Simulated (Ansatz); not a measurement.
Runs of Ansatz 0.2.0 on Hf2Pd2Se2Br2O3. The structure is hexagonal, space group P6mm (No. 183). Conventional cell: a = 5.759 Å, b = 5.759 Å, c = 8.525 Å, α = 90.00°, β = 90.00°, γ = 120.00°. Around Hf (site symmetry 3m) lie 3 O at 1.92 Å. Around Pd (site symmetry 3m) lie 1 Se at 2.33 Å. Around Se (site symmetry 3m) lie 1 Pd at 2.33 Å and 1 Hf at 2.67 Å. Br (site symmetry 6mm) has 6 Pd at 3.33 Å and 6 O at 3.80 Å as nearest neighbours. Around Br (site symmetry 6mm) lie 6 O at 3.46 Å and 6 Hf at 3.46 Å and 6 Se at 3.74 Å. O (site symmetry 2mm) has 2 Hf at 1.92 Å as nearest neighbours. The cell was built by a generator and needn't be a form met in nature.

```csv
task,level,potentials or basis,cell,cutoff (eV),basis error allowed,gap on the mesh (eV),pressure (GPa),relaxed volume (Å³/atom),largest force (eV/Å)
relaxation of cell and atoms,PBEsol,all-electron PAW datasets made for the crystal,relaxed,-,-,none,0.0,20.05,0.01
band structure,RPBE,"all-electron LAPW, scalar-relativistic",as given,475,0.002 eV/atom,-,(b),-,0.10
relaxation of cell and atoms,PBE+D3(BJ),all-electron PAW datasets made for the crystal,relaxed,-,-,none,0.0,(c),-
relaxation of cell and atoms,PBE,all-electron PAW datasets made for the crystal,relaxed,-,-,none,0.0,(a),0.01
relaxation of cell and atoms,PBE+D4,all-electron PAW datasets made for the crystal,relaxed,-,-,none,0.0,20.82,-
band structure,revPBE,"all-electron LAPW, scalar-relativistic",as given,475,0.002 eV/atom,-,1.7,-,0.06
```

Alike in all rows: no spin polarisation; k mesh 4 × 4 × 2; smearing fermi-dirac 0.05 eV; the mesh is coarse, so values aren't converged.

Estimate the missing entries.

(a) 22.20; (b) 2.4; (c) 20.71.

Caveats: all runs use coarse meshes; the k mesh is thin for a metal, which can move the energy by tens of meV per atom; pairwise dispersion overbinds metals, which lowers pressure and volume (some runs).

A k mesh can miss the band edges, and the runs leave out spin-orbit coupling on Br, Hf, Pd, Se.

A gap of «none» marks a metal or a gap under the smearing width.

Not every run made on this cell is shown here.
